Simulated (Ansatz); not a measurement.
## CH3OSSb, SMILES O=[C](S)[SbH2]: a short molecular-dynamics run, step by step

Program: Ansatz's Python interface.

The cells in order, each with its output:

In [1]:
```python
import ansatz as az
import numpy as np

BASIS_SET = "def2-SVP"
FUNCTIONAL = "hf"
N_STEPS = 40
TEMPERATURE_K = 300

GEOMETRY = """
O     0.12360   -2.04260    0.18240
C     0.06230   -0.80590    0.41430
S     1.46560   -0.03090    1.14650
Sb   -1.58900    0.37810   -0.05160
H     2.05670    0.26100   -0.11450
H    -0.77310    1.89000    0.14380
H    -1.28470    0.28220   -1.76670
"""
```

In [2]:
```python
ch3ossb = az.Crystal.molecule()
for line in GEOMETRY.strip().splitlines():
    symbol, *xyz = line.split()
    ch3ossb = ch3ossb.atom(symbol, [float(v) for v in xyz])
```

In [3]:
```python
model = (
    ch3ossb.calculation()
    .basis(gaussian=BASIS_SET)
    .functional(FUNCTIONAL)
    .md("nvt_langevin", timestep=0.5, steps=N_STEPS, temperature=TEMPERATURE_K, initial_velocities="maxwell_boltzmann", seed=87, friction=0.02)
)
frames = []
model.session().plan().execute(on_event=lambda e: frames.append(e["data"]) if e["event"] == "md_step" else None)
print("t (fs)   E_pot (eV)      E_kin (eV)   T (K)   d(0-1) (A)")
for f in frames[::3]:
    xyz = np.array(f["positions_ang"])
    print(f"{f['time_fs']:6.2f} {f['lagrangian_ev']:14.5f} {f['e_kin_ev']:10.5f} {f['temperature_k']:8.1f} {np.linalg.norm(xyz[0] - xyz[1]):9.4f}")
print("mean temperature", round(float(np.mean([f["temperature_k"] for f in frames])), 1), "K")
```
```text
t (fs)   E_pot (eV)      E_kin (eV)   T (K)   d(0-1) (A)
  0.00   -20434.87360    0.23267    257.1    1.2597
  1.50   -20434.95572    0.32265    356.6    1.2475
  3.00   -20435.19075    0.55967    618.5    1.2160
  4.50   -20435.34597    0.66229    732.0    1.1718
  6.00   -20435.22317    0.50676    560.1    1.1271
  7.50   -20435.03208    0.27708    306.2    1.0986
  9.00   -20435.09926    0.40961    452.7    1.1008
 10.50   -20435.30636    0.52871    584.3    1.1303
 12.00   -20435.41307    0.56926    629.1    1.1712
 13.50   -20435.36360    0.51342    567.4    1.2101
 15.00   -20435.25910    0.37199    411.1    1.2378
 16.50   -20435.19155    0.25066    277.0    1.2471
 18.00   -20435.23415    0.28856    318.9    1.2379
 19.50   -20435.38061    0.47190    521.5    1.2114
mean temperature 475.9 K
```

Reading the output:
- Total energies depend on the basis set; only differences at equal settings carry meaning.
- The trajectory is only some femtoseconds long, so its temperature is not equilibrated; where the script doesn't relax first, it starts from a rough generated geometry.
- def2 sets replace the cores of elements past krypton by effective core potentials.
- The printed temperature counts all 3N degrees of freedom under Langevin dynamics, so the first row lies under the target.
- It ran for 55 s on 1 thread of Intel(R) Xeon(R) 6975P-C (Granite Rapids), with other jobs on the host, peak memory 0.26 GiB.

(Lines on the test bed's own set-up are left out of the output.)
